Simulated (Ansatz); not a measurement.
# C₂H₁₀Ga₂O₂: vertical ionisation energy

An exercise on one series of results from a longer session: the logs are not shown, and one member is left open.

Method: unrestricted cation, the program's frozen cores in correlated methods; program: Ansatz 0.2.0, Gaussian basis.

The runs, in order: UKS PBE-D4/def2-TZVPP; UKS r2SCAN-D4/def2-TZVPP; UKS PBE0-D4/def2-TZVPP; UKS B3LYP-D4/def2-TZVPP; UKS wB97X-V/def2-TZVPP; UKS wB97M-V/def2-TZVPP; UKS B2PLYP/def2-TZVPP; UHF-MP2/def2-TZVPP; UHF-MP2/def2-QZVPP; then −ε(HOMO) from the neutral's earlier runs with LDA (SPW92), PBE-D4, revPBE-D4, BLYP-D4, r2SCAN-D4, B97M-V, PBE0-D4, B3LYP-D4, r2SCANh-D4, r2SCAN0-D4, HSE06-D4, BHLYP-D4, CAM-B3LYP-D4, LC-ωPBE, ωB97X-V, ωB97M-V.

1 further run of the same task is left out (it didn't finish).

## The geometry

All runs share one geometry, relaxed beforehand with PBE0-D4 in a triple-zeta def2 set.

16 atoms, charge 0, spin multiplicity 1.

Atoms are counted from 1 here; the program's logs count them from 0.

Bond lengths: C1–Ga2 1.956 Å, C1–H7 1.092 Å, C1–H8 1.092 Å, C1–H9 1.092 Å, Ga2–O3 1.973 Å, Ga2–O6 1.972 Å, Ga2–H10 1.572 Å, O3–Ga4 1.972 Å, O3–H11 0.959 Å, Ga4–C5 1.956 Å, Ga4–O6 1.973 Å, Ga4–H12 1.572 Å, C5–H13 1.092 Å, C5–H14 1.092 Å, C5–H15 1.092 Å, O6–H16 0.959 Å. Angles: Ga2–C1–H7 111.0°, Ga2–C1–H8 111.1°, Ga2–C1–H9 110.1°, H7–C1–H8 108.0°, H7–C1–H9 108.3°, H8–C1–H9 108.3°, C1–Ga2–O3 108.3°, C1–Ga2–O6 108.3°, C1–Ga2–H10 130.4°, O3–Ga2–O6 83.2°, O3–Ga2–H10 108.3°, O6–Ga2–H10 108.3°, Ga2–O3–Ga4 96.7°, Ga2–O3–H11 113.8°, Ga4–O3–H11 113.8°, O3–Ga4–C5 108.3°, O3–Ga4–O6 83.2°, O3–Ga4–H12 108.3° and more.

The first run:

Contents of in.yaml:

```yaml
crystal:
  periodic: [false, false, false]
  atoms:
    - {symbol: C, position_ang: [-0.139872, -2.441822, 0.230990]}
    - {symbol: Ga, position_ang: [1.185120, -1.109494, -0.312742]}
    - {symbol: O, position_ang: [0.301242, 0.194288, -1.500054]}
    - {symbol: Ga, position_ang: [0.132818, 1.639333, -0.168087]}
    - {symbol: C, position_ang: [-1.722707, 1.693024, 0.448750]}
    - {symbol: O, position_ang: [1.130494, 0.381299, 0.977719]}
    - {symbol: H, position_ang: [-0.353117, -3.137570, -0.583233]}
    - {symbol: H, position_ang: [0.214320, -3.021390, 1.086049]}
    - {symbol: H, position_ang: [-1.072635, -1.949939, 0.513804]}
    - {symbol: H, position_ang: [2.670043, -1.288804, -0.796247]}
    - {symbol: H, position_ang: [0.823032, 0.434436, -2.268582]}
    - {symbol: H, position_ang: [1.102701, 2.805538, -0.580668]}
    - {symbol: H, position_ang: [-2.083030, 0.680967, 0.643396]}
    - {symbol: H, position_ang: [-2.372317, 2.149219, -0.301168]}
    - {symbol: H, position_ang: [-1.813095, 2.271651, 1.370438]}
    - {symbol: H, position_ang: [1.997015, 0.699284, 1.239623]}
basis:
  gaussian: {orbitals: def2-TZVPP}
total_charge: 1
magnetization: {spin_polarized: true, initial_magnetization: 1}
hamiltonian: {xc: pbe, dispersion: d4}
```

Command:

```
$ ansatz run in.yaml --threads 2 --pin off --events-out ev --progress --plain --max-ram 22528MiB --backend cuda --devices 0, --max-vram 18GiB
```

Among the steps run: Cation, UKS PBE-D4/def2-TZVPP; Cation, UKS r2SCAN-D4/def2-TZVPP; Cation, UKS PBE0-D4/def2-TZVPP; Cation, UKS B3LYP-D4/def2-TZVPP; Cation, UKS wB97X-V/def2-TZVPP; Cation, UKS wB97M-V/def2-TZVPP; Cation, UKS B2PLYP (frozen core)/def2-TZVPP; Cation, UHF-MP2/def2-TZVPP; Cation, UHF-MP2/def2-QZVPP.

One table of the session follows, with a row left open; its other results are not shown here.

For comparison, −ε(HOMO) of the neutral from earlier runs:

```
  functional  −ε(HOMO) (eV)
 LDA (SPW92)           6.58
      PBE-D4           6.48
   revPBE-D4           6.43
     BLYP-D4           6.37
   r2SCAN-D4           6.76
      B97M-V           6.87
     PBE0-D4           7.75
    B3LYP-D4              ?
  r2SCANh-D4           7.23
  r2SCAN0-D4           7.94
    HSE06-D4           7.34
    BHLYP-D4           8.93
CAM-B3LYP-D4           9.12
     LC-ωPBE          10.48
     ωB97X-V          10.13
     ωB97M-V           9.98
```

**Question.** Estimate the row for B3LYP-D4.

Worked estimate for «−ε(HOMO) (eV)». Against the share of exact exchange, BLYP-D4 (0, 6.37), BHLYP-D4 (0.5, 8.93) give a slope of 5.12 per unit share; at 0.2 the line stands at 7.39.

**Answer.** −ε(HOMO) (eV): 7.54. In «−ε(HOMO) (eV)» the line misses by -0.15.
